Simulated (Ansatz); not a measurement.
**La3Tl: equation of state**

One table from this session's results is given with a row withheld; the runs are named, their logs left out.

Computed with Ansatz 0.2.0 (DFT LDA, scalar-relativistic, unless a step's input says otherwise).

### The system as given

It takes space group Pm-3m (No. 221, cubic). Conventional cell: a = 5.060 Å, b = 5.060 Å, c = 5.060 Å, α = 90.00°, β = 90.00°, γ = 90.00°. Around La (site symmetry 4/mmm) lie 8 La at 3.58 Å and 4 Tl at 3.58 Å. Tl (site symmetry m-3m) has 12 La at 3.58 Å as nearest neighbours.

Structure file:

```
CELL_PARAMETERS angstrom
5.06000 0.00000 0.00000
0.00000 5.06000 0.00000
0.00000 0.00000 5.06000
ATOMIC_POSITIONS crystal
La 0.00000 0.50000 0.50000
La 0.50000 0.00000 0.50000
La 0.50000 0.50000 0.00000
Tl 0.00000 0.00000 0.00000
```

Atoms are numbered in the order of the input: La1, La2, La3, Tl4.

Set-up of the first run:

The input, input.yaml:

```yaml
crystal:
  lattice:
    - [4.9916132384, 0.0, 0.0]
    - [0.0, 4.9916132384, 0.0]
    - [0.0, 0.0, 4.9916132384]
  atoms:
    - { symbol: La, position: [0.0, 0.5, 0.5] }
    - { symbol: La, position: [0.5, 0.0, 0.5] }
    - { symbol: La, position: [0.5, 0.5, 0.0] }
    - { symbol: Tl, position: [0.0, 0.0, 0.0] }
kpoints:
  mp_grid: { grid: [8, 8, 8] }
  band_path:
    path:
      - [0.0, 0.0, 0.0]
      - [0.0, 0.5, 0.0]
      - [0.5, 0.5, 0.0]
      - [0.0, 0.0, 0.0]
      - [0.5, 0.5, 0.5]
      - [0.0, 0.5, 0.0]
      - [0.5, 0.5, 0.5]
      - [0.5, 0.5, 0.0]
    npoints: 5
scf:
  occupations: { method: fermi_dirac, width: 0.08 }
hamiltonian:
  xc: lda
  pseudopotentials: { kind: all_electron, lapw: { basis_error: 0.0005 } }
output:
  forces: true
  stress: true
  eigenvalues: true
```

Run with:

```bash
> ansatz run input.yaml --threads 1 --pin off --max-ram 4096MiB --backend cpu --events-out ev --progress --plain --runs-dir out
```

Steps of the session up to this table: Volume × 0.96, LAPW; Volume × 0.96, PAW; Volume × 0.96, crystal datasets; Volume × 0.99, LAPW; Volume × 0.99, PAW; Volume × 0.99, crystal datasets; Volume × 1.02, LAPW; Volume × 1.02, PAW; Volume × 1.02, crystal datasets; Volume × 1.06, LAPW; Volume × 1.06, PAW; Volume × 1.06, crystal datasets.

One table of the session follows, with a row left open; its other results are not shown here.

It belongs to the step «The equation of state». 

```
          method  volume (Å³/atom)  pressure (GPa)
            LAPW            31.093           -2.12
            LAPW            32.065           -3.25
            LAPW            33.036           -4.21
            LAPW            34.332           -5.26
             PAW            31.093               ?
             PAW            32.065           -3.28
             PAW            33.036           -4.24
             PAW            34.332           -5.29
crystal datasets            31.093           -2.12
crystal datasets            32.065           -3.25
crystal datasets            33.036           -4.21
crystal datasets            34.332           -5.26
```

**Question.** Estimate the row for PAW, 31.093.

**Answer.** pressure (GPa): -2.15. In the column «pressure (GPa)» it lies between crystal datasets, 32.065 (-3.25) and LAPW, 31.093 (-2.12).

To keep in mind: Warnings in the runs' records: gradients without spin orbit, crystal datasets made.
